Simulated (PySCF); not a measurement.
# C3H7FSi: electronic excitations

Aim: predict the electronic excitations of C3H7FSi (`C=C[SiH2]CF`).

Programs: PySCF 2.14.0, with density-fitted response routines of our own. Each step states its level of theory. These are calculated values for one molecule in the gas phase, unless marked as measured. Atoms count from 0, in the outputs and in this text.

### 1 Starting geometry

12 atoms, charge 0, multiplicity 1; geometry from: GFN2-xTB.

Bonds of the start (Å): C0–C1 1.32, C1–Si2 1.88, Si2–C3 1.92, C3–F4 1.38, C0–H5 1.08, C0–H6 1.08, C1–H7 1.08, Si2–H8 1.47, Si2–H9 1.47, C3–H10 1.09, C3–H11 1.09.

### 2 Excited states and response: CAM-B3LYP/def2-SVPD

Job settings and geometry (Å):

```
{"job": {"kind": "uv", "xc": "CAM-B3LYP", "basis": "def2-SVPD", "nstates": 8, "ntriplets": 3}, "charge": 0, "multiplicity": 1}
C      2.259233    -0.296515    -0.291656
C      1.133979    -0.134988     0.388328
Si    -0.388655     0.777893    -0.233385
C     -1.914078    -0.334980     0.128591
F     -2.021867    -0.563491     1.487577
H      3.109322    -0.828242     0.108809
H      2.380735     0.099046    -1.287084
H      1.074203    -0.557375     1.385697
H     -0.355223     0.989224    -1.683957
H     -0.575247     2.039239     0.490504
H     -2.854382     0.129072    -0.178050
H     -1.846822    -1.319570    -0.341402
```

Level: TDDFT CAM-B3LYP/def2-SVPD, vertical, gas phase, core orbitals frozen in the response.

Run with:

```console
OMP_NUM_THREADS=1 python probes_run.py task.json out
```

One launch serves the whole session: the jobs run in the order shown.

Standard output:

```text
coarse grid: 10312 points
cycle   1  E = -507.3775874352  dE =  2.862e-01  |g| = 4.619e-01  |ddm| = 4.371e+00
cycle   2  E = -507.3708925944  dE =  6.695e-03  |g| = 5.565e-01  |ddm| = 8.926e-01
cycle   3  E = -507.4221447149  dE = -5.125e-02  |g| = 4.946e-02  |ddm| = 4.042e-01
cycle   4  E = -507.4225620843  dE = -4.174e-04  |g| = 2.022e-02  |ddm| = 9.115e-02
cycle   5  E = -507.4226658676  dE = -1.038e-04  |g| = 4.093e-03  |ddm| = 3.363e-02
cycle   6  E = -507.4226704621  dE = -4.594e-06  |g| = 6.309e-04  |ddm| = 7.557e-03
final grid: 94760 points
cycle   7  E = -507.4969171880  dE = -1.942e-05  |g| = 3.768e-03  |ddm| = 4.192e-02
cycle   8  E = -507.4969166836  dE =  5.045e-07  |g| = 4.401e-03  |ddm| = 8.532e-03
cycle   9  E = -507.4969201336  dE = -3.450e-06  |g| = 3.871e-04  |ddm| = 3.358e-03
cycle  10  E = -507.4969201637  dE = -3.009e-08  |g| = 1.120e-04  |ddm| = 5.233e-04
cycle  11  E = -507.4969201670  dE = -3.277e-09  |g| = 1.781e-05  |ddm| = 1.811e-04
cycle  12  E = -507.4969201671  dE = -1.136e-10  |g| = 4.309e-06  |ddm| = 4.797e-05
converged SCF energy = -507.4969201671

Static polarisability (au): isotropic 64.979, principal 54.464 59.649 80.823

Singlet excitations
state   eV       nm        f      main configurations
  1   6.7885    182.6   0.00969   H-1->L 0.43, H-2->L 0.42
  2   7.2221    171.7   0.43889   H->L 0.89
  3   7.5674    163.8   0.01790   H->L+1 0.50, H->L+2 0.39
  4   7.7809    159.3   0.02772   H->L+2 0.18, H-1->L 0.18, H->L+3 0.15
  5   7.9431    156.1   0.01174   H-1->L 0.29, H-2->L 0.24, H->L+3 0.20
  6   8.0576    153.9   0.01862   H->L+2 0.28, H->L+1 0.26, H->L+4 0.16
  7   8.4346    147.0   0.00585   H-1->L+2 0.38, H->L+5 0.23, H->L+3 0.11
  8   8.5665    144.7   0.01959   H->L+3 0.21, H-1->L+1 0.17, H->L+4 0.11

Triplet excitations (Tamm-Dancoff, eV): 4.3341 6.2232 7.2863
```

Wall time 32 s (1 thread of Intel Xeon Platinum 8259CL at 2.50GHz, shared host); peak memory 0.72 GiB.

The orbitals next to the gap, with their largest atomic shares:

| orbital | eV | atoms |
| --- | --- | --- |
| HOMO−3 | -11.28 | F4 24 %, Si2 18 %, C3 15 % |
| HOMO−2 | -10.49 | C1 23 %, Si2 20 %, C0 10 % |
| HOMO−1 | -10.08 | C3 18 %, Si2 18 %, C1 18 % |
| HOMO | -9.34 | C0 31 %, C1 31 %, C3 10 % |
| LUMO | 0.61 | C0 34 %, C1 29 %, Si2 11 % |
| LUMO+1 | 1.40 | Si2 32 %, C0 20 %, C1 8 % |
| LUMO+2 | 1.49 | Si2 23 %, C3 14 %, H8 12 % |

With each of the 8 states as a Gaussian band of 0.4 eV half-width at 1/e, the curve within the window shown has maxima at 172 nm (ε 18,000) L/(mol cm). Beyond the last state computed it falls off for lack of states. The curve at chosen wavelengths:

(nm, ε (L/mol/cm)): (140, 541), (142, 840), (145, 1234), (147, 1434), (150, 1762), (152, 2081), (154, 2520), (157, 3550), (159, 4710), (162, 7624), (164, 10373), (166, 13415), (169, 17214), (171, 18370), (174, 17399), (176, 15242), (178, 12434), (181, 8115), (183, 5684), (186, 3042), (188, 1908), (190, 1160), (193, 526), (195, 304), (198, 131), (200, 74)

Leading natural transition orbitals of singlet state 2: the hole lies on C0, C1 about 28 % each; H9 10 %; C3 9 %; the particle on C0, C1 about 23 % each; H5, H6 about 10 % each; H7, H9 about 8 % each.

Leading natural transition orbitals of singlet state 1: the hole lies on C1 30 %; Si2 14 %; H5, H7 about 13 % each; the particle on C0, C1 about 30 % each; H5, H6, H7 about 9 % each.

Further results of this job:

| property | computed |
| --- | --- |
| dipole moment (D) | 1.75 |
| polarisability (Å³) | 9.63 |
| HOMO–LUMO gap (eV) | 9.95 |
| −ε(HOMO) (eV) | 9.34 |

Orbitals, density, ELF and potential are computed afterwards from the orbital file.

Frontier orbitals at CAM-B3LYP/def2-SVPD, with the share of their density that lies nearest to each atom:

| orbital | energy (eV) | lies on |
| --- | --- | --- |
| HOMO | -9.34 | C0, C1 about 30 % each; C3 9 %; H9 6 % |
| LUMO | 0.61 | C0, C1 about 25 % each; H5, H6 about 9 % each; H7, H9 about 7 % each |

ELF in a plane through or near 6 of the atoms.

Values, 10 rows by 14 columns:
```
0.00 0.00 0.00 0.00 0.00 0.00 0.00 0.00 0.00 0.00 0.00 0.00 0.00 0.00
0.00 0.00 0.00 0.00 0.00 0.00 0.00 0.00 0.00 0.00 0.00 0.00 0.00 0.00
0.00 0.00 0.00 0.00 0.00 0.02 0.04 0.00 0.03 0.23 0.12 0.00 0.00 0.00
0.00 0.00 0.77 0.94 0.16 0.21 0.41 0.01 0.09 0.58 0.44 0.04 0.00 0.00
0.00 0.01 0.97 1.00 0.73 0.82 0.58 0.12 0.43 0.30 0.23 0.04 0.00 0.00
0.00 0.00 0.08 0.58 0.47 0.55 0.75 0.15 0.92 0.61 1.00 0.99 0.06 0.00
0.00 0.00 0.05 0.95 0.99 0.13 0.34 0.67 0.44 0.13 0.90 0.87 0.00 0.00
0.00 0.00 0.00 0.21 0.29 0.01 0.97 1.00 0.95 0.02 0.00 0.00 0.00 0.00
0.00 0.00 0.00 0.00 0.00 0.00 0.59 0.96 0.59 0.01 0.00 0.00 0.00 0.00
0.00 0.00 0.00 0.00 0.00 0.00 0.00 0.00 0.00 0.00 0.00 0.00 0.00 0.00
```
The map spans 11.4 Å across and 9.0 Å up, centred on the molecule. Atoms in the plane (x, y in Å): C0 (-2.3, 0.1), C3 (1.9, 0.3), H5 (-3.1, 0.8), H6 (-2.5, -0.9), H8 (0.2, -1.9), H10 (2.8, -0.3).

log10 of the density (e/Å³) in the same plane.

Ten even steps from '0' (-4.0) to '9' (1.9):
```
0000000000000000000000000000
0000000000000000000000000000
0000000000000000011100000000
0000000001111111122221100000
0000111112222212234332110000
0001223333333322345543210000
0012344444454433456654321000
0013456655555444566654321000
0013467766666545567655321000
0013456777766555679765432000
0012346677666656666776532100
0012345676555566666665432100
0001245665445666554444321000
0001234454445666543333211000
0000122333334566543221100000
0000011122234455432110000000
0000000001123343321100000000
0000000000012222211000000000
0000000000000111000000000000
0000000000000000000000000000
```
The map spans 11.4 Å across and 9.0 Å up, centred on the molecule. Atoms in the plane (x, y in Å): C0 (-2.3, 0.1), C3 (1.9, 0.3), H5 (-3.1, 0.8), H6 (-2.5, -0.9), H8 (0.2, -1.9), H10 (2.8, -0.3).

On the surface of density 0.002 e/bohr³ the electrostatic potential runs, from the 1st to the 99th percentile, from -1.09 V near F4 to 1.03 V near H8.

### 3 Results

| quantity | value |
| --- | --- |
| lowest singlet (CAM-B3LYP/def2-SVPD) | 6.79 eV (183 nm), f = 0.010 |
| brightest single state of those computed | state 2, 7.22 eV, f = 0.439 |
| lowest triplet | 4.33 eV |
| surface potential, 1st and 99th percentile | -1.09 V and 1.03 V |

**Reading.** The lowest singlet, at 6.79 eV, is HOMO−1→LUMO 0.43, HOMO−2→LUMO 0.42 and is weak; of the 8 states computed, the strongest absorption comes from state 2 at 7.22 eV. The lowest triplet lies 2.45 eV below the lowest singlet (triplets in Tamm-Dancoff, singlets in full TDDFT).
